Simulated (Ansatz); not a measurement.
# Nb2AlC: the cost of one run

Computed with Ansatz 0.2.0 (DFT PBEsol, scalar-relativistic, plane waves, PAW).

1 further run of the same task is left out (set aside as unsound or not needed).

## (1) The structure to begin with

Symmetry: P6_3/mmc, No. 194, hexagonal system. Conventional cell: a = 3.118 Å, b = 3.118 Å, c = 13.938 Å, α = 90.00°, β = 90.00°, γ = 120.00°. Around Al (site symmetry -6m2) lie 6 Nb at 2.88 Å and 6 Al at 3.12 Å. Around Nb (site symmetry 3m) lie 3 C at 2.19 Å. Around C (site symmetry -3m) lie 6 Nb at 2.19 Å.

As a file:

```cif
data_structure
_symmetry_space_group_name_H-M 'P 1'
_symmetry_Int_Tables_number 1
_cell_length_a 3.1184
_cell_length_b 3.1184
_cell_length_c 13.9376
_cell_angle_alpha 90.000
_cell_angle_beta 90.000
_cell_angle_gamma 120.000
_cell_volume 117.38
loop_
_atom_site_label
_atom_site_type_symbol
_atom_site_fract_x
_atom_site_fract_y
_atom_site_fract_z
_atom_site_occupancy
Al1 Al 0.33333 0.66667 0.75000 1
Al2 Al 0.66667 0.33333 0.25000 1
Nb1 Nb 0.33333 0.66667 0.08898 1
Nb2 Nb 0.66667 0.33333 0.58898 1
Nb3 Nb 0.66667 0.33333 0.91102 1
Nb4 Nb 0.33333 0.66667 0.41102 1
C1 C 0.00000 0.00000 0.00000 1
C2 C 0.00000 0.00000 0.50000 1
```

It goes back to an entry of the Materials Project, which need not be the stable form.

It is the result of an earlier relaxation at this level (volume 14.67 Å³/atom; gap on the mesh: none (metal)).

## (2) The cell under PBEsol

Contents of input.yaml:

```yaml
crystal:
  lattice:
    - [3.1184250909, 0.0, 0.0]
    - [-1.5592125454, 2.7006353485, 0.0]
    - [0.0, 0.0, 13.9376198955]
  atoms:
    - { symbol: Al, position: [0.3333333333, 0.6666666667, 0.75] }
    - { symbol: Al, position: [0.6666666667, 0.3333333333, 0.25] }
    - { symbol: Nb, position: [0.3333333333, 0.6666666667, 0.0889836084] }
    - { symbol: Nb, position: [0.6666666667, 0.3333333333, 0.5889836084] }
    - { symbol: Nb, position: [0.6666666667, 0.3333333333, 0.9110163916] }
    - { symbol: Nb, position: [0.3333333333, 0.6666666667, 0.4110163916] }
    - { symbol: C, position: [0.0, 0.0, 0.0] }
    - { symbol: C, position: [0.0, 0.0, 0.5] }
basis:
  ecutwfc: 420
kpoints:
  mp_grid: { grid: [15, 15, 4] }
hamiltonian:
  xc: pbesol
scf:
  occupations: { method: gaussian, width: 0.1 }
output:
  forces: true
  stress: true
  eigenvalues: true
relax:
  adjacent_minimum: "off"
  f_tol: 0.005
  max_steps: 50
  cell: { stress_tol: 0.05 }
```

Run with:

```console
> ansatz run input.yaml --threads 2 --pin off --max-ram 5120MiB --backend cpu --events-out ev --progress --plain --runs-dir out
```

Q: Estimate wall time and peak memory on 2 threads of Arm Neoverse V1, shared host.

About 64 s, with a peak of 0.56 GiB.
